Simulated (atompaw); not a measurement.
# Pseudopotential generation for Cu: PAW (atompaw), PBE

Do these settings give a usable potential? It is generated, then checked for scattering, ghosts and hardness.

Method: atompaw 4.2.0.5, PBE, scalar-relativistic.

## (1) Settings

Typed settings, in words:

| Item | Value |
| --- | --- |
| element | copper (Cu, Z = 29) |
| type | PAW |
| frozen core | [Ar] |
| valence charge | 11 |
| reference configuration | 3d10 4s0 4p0 (charge +1) |
| partial waves | 4s (bound, empty): rc 2.10 bohr; 4s channel at 0.25 Ry: rc 2.10 bohr; 4p (bound, empty): rc 2.80 bohr; 4p channel at 1.1 Ry: rc 2.80 bohr; 3d (bound): rc 1.60 bohr; 3d channel at 0.1 Ry: rc 1.60 bohr |
| local potential | troulliermartins scheme with l = 3 at -0.5 Ry, radius 2.45 bohr |
| core correction | smooth core density matched at 2.65 bohr |
| augmentation charge | sinc compensation charge, radius 2.50 bohr; PAW radius 2.80 bohr; waves and projectors: custom polynom2 7 10 vanderbiltortho |

The outer shells as boxes (Hund's rule for the drawing; the calculation is spin-unpolarised):

```
[Ar] core
3d [↑↓][↑↓][↑↓][↑↓][↑↓]
4s [  ]
4p [  ][  ][  ]
```

The nodes and maxima of the atom's own shells, from an earlier all-electron run, set the scale for the radii.

All-electron outer shells of the reference configuration (PBE, scalar-relativistic, ld1.x):

| shell | level (eV) | outermost node (bohr) | outermost maximum (bohr) |
| --- | --- | --- | --- |
| 3s | -123.32 | 0.29 | 0.61 |
| 3p | -80.79 | 0.26 | 0.62 |
| 3d | -13.66 | – | 0.60 |
| 4s | -11.89 | 0.89 | 2.13 |
| 4p | -6.55 | 0.97 | 2.81 |

## (2) Generation

The input, Cu.input:

```
Cu 29
GGA-PBE scalarrelativistic loggrid 1500 logderivrange -3 5 201
4 4 3 0 0 0
4 0 0
4 1 0
0 0 0
c
c
c
v
c
c
v
v
2
2.80 2.50 2.45 2.65
y
0.25
n
y
1.1
n
y
0.1
n
custom polynom2 7 10 vanderbiltortho sinc
3 -0.5 troulliermartins
2.10
2.10
2.80
2.80
1.60
1.60
PWSCFOUT
UPFDX 0.0125d0 UPFXMIN -7.d0 UPFZMESH 29.d0
END
```

Started as:

```bash
$ atompaw < Cu.input > Cu.log
```

Q: Predict the outcome of this session. Wanted: cutoffs for 10 and 1 mRy, occupied levels; bound ghosts; largest phase difference near zero energy, channels read; lowest eigenvalue of the overlap; share of valence orbitals outside the PAW sphere; UPF file.

As calculated:

| quantity | value |
| --- | --- |
| cutoffs for 10 and 1 mRy, occupied levels | 140 Ry and 300 Ry |
| bound ghosts | s at -187.69 eV |
| largest phase difference near zero energy, channels read | 0.001 rad |
| lowest eigenvalue of the overlap (Bessel basis) | 0.020 (s) |
| share of valence orbitals outside the PAW sphere | 4s 36 %, 4p 64 %, 3d 2 % |
| UPF file | written |

It has a bound ghost (s), a state that the atom doesn't have, and that rules the file out. The potential is very hard: the looser tolerance needs 140 Ry. Near zero energy the phases of the channels with partial waves agree within 0.001 rad. These are tests on the free atom; a crystal test is still owed.
